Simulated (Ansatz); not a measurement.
A nudged elastic band was laid between two geometries of a periodic cell of 17 atoms, Be16H (host Be, host structure hcp, interstitial H).

All numbers below come from DFT PBE-D3(BJ), scalar-relativistic, plane waves, PAW (Ansatz 0.2.0). Settings: cutoff 420 eV, k mesh 5x6x4, fermi-dirac smearing 0.15 eV, no spin polarisation.

```
movable images  : 5
climbing image  : yes
spring          : 5.0 eV/Å²
optimiser       : quadratic models (default)
start path      : IDPP
force threshold : 0.05 eV/Å
iteration limit : 34
end points      : relaxed
```

Initial state:

```xyz
17
Lattice="-2.2900 -3.9664 0.0000 3.4350 -1.9832 0.0000 0.0000 0.0000 7.1769" Properties=species:S:1:pos:R:3
Be -0.020 -3.956 0.018
Be -0.001 -2.639 1.801
Be 0.025 -3.982 3.569
Be 0.029 -2.622 5.409
Be -1.150 -1.976 -0.001
Be 2.276 -2.637 1.775
Be -1.150 -1.941 3.568
Be 2.276 -2.638 5.387
Be 1.148 -1.986 0.025
Be 1.138 -0.665 1.801
Be 1.147 -1.986 3.589
Be 1.139 -0.700 5.409
Be -0.010 -0.002 -0.001
Be 1.153 -4.634 1.782
Be -0.040 -0.019 3.567
Be 1.109 -4.608 5.408
H -1.151 -3.303 4.488
```

Final state:

Only the atoms that move by more than 0.05 Å are listed.
```
Be1 0.030 -3.983 0.022
Be4 0.034 -2.623 5.359
Be12 1.145 -0.702 5.359
H17 -1.149 -3.313 6.282
```

**Question.** Which bonds break or form, and what moves?

**Answer.** The atom that moves furthest is H17, by 1.79 Å; four of its nearest neighbours are Be16 1.64, Be3 1.64, Be15 1.64, Be7 1.64 Å at the first end and Be13 1.64, Be1 1.64, Be12 1.64, Be16 1.64 Å at the last.

**Question.** What energy profile does the band end with?

**Answer.** The run converged. The highest image is number 3 of 0 to 6, 0.48 eV above the ends, which have the same energy within 2 meV. By the program's own check the climbing image is of a kind that is not told: the force calls were inconclusive, a negative curvature could not be distinguished from the path's own, the only one lies far off the path, or fixed occupations may fill a level only in part (lowest curvatures found: -3.01 and 2.06 eV/Å²). Limits of this set-up: coarse k mesh, odd electron count without spin, a small cell, in which the defect meets its images.

| image | path coordinate (Å) | energy (eV) |
| --- | --- | --- |
| 0 | 0.00 | 0.00 |
| 1 | 0.30 | 0.12 |
| 2 | 0.59 | 0.36 |
| 3 | 0.89 | 0.48 |
| 4 | 1.19 | 0.36 |
| 5 | 1.48 | 0.12 |
| 6 | 1.78 | 0.00 |

**Question.** What is the geometry of the highest image?

**Answer.** 
```xyz
17
Lattice="-2.2900 -3.9664 0.0000 3.4350 -1.9832 0.0000 0.0000 0.0000 7.1769" Properties=species:S:1:pos:R:3:forces:R:3
Be 0.022 -3.980 0.037 0.00 0.00 0.00
Be 0.001 -2.640 1.796 0.00 -0.01 0.00
Be 0.022 -3.980 3.554 0.00 0.00 0.00
Be 0.068 -2.589 5.384 -0.03 -0.03 0.00
Be -1.153 -1.958 0.033 0.00 -0.01 0.00
Be 2.267 -2.632 1.796 0.01 0.00 0.00
Be -1.153 -1.958 3.558 0.00 -0.01 0.00
Be 2.281 -2.640 5.384 -0.02 0.00 0.00
Be 1.131 -1.976 0.011 0.00 0.00 -0.01
Be 1.141 -0.664 1.796 0.00 0.00 0.00
Be 1.131 -1.976 3.580 0.00 0.00 0.01
Be 1.130 -0.750 5.384 0.02 0.01 0.00
Be -0.027 -0.006 0.033 0.01 0.00 0.01
Be 1.158 -4.635 1.796 0.00 0.00 0.00
Be -0.027 -0.006 3.559 0.01 0.00 -0.01
Be 1.092 -4.598 5.384 -0.02 0.02 0.00
H -1.120 -3.325 5.384 0.02 0.03 0.00
```

The band took 8 iterations and about 30 core-minutes.

The run took 17 min on 2 threads of AMD EPYC 7R43 64-Core Processor (Zen 3), with other jobs on the host, peak memory 1.4 GiB.
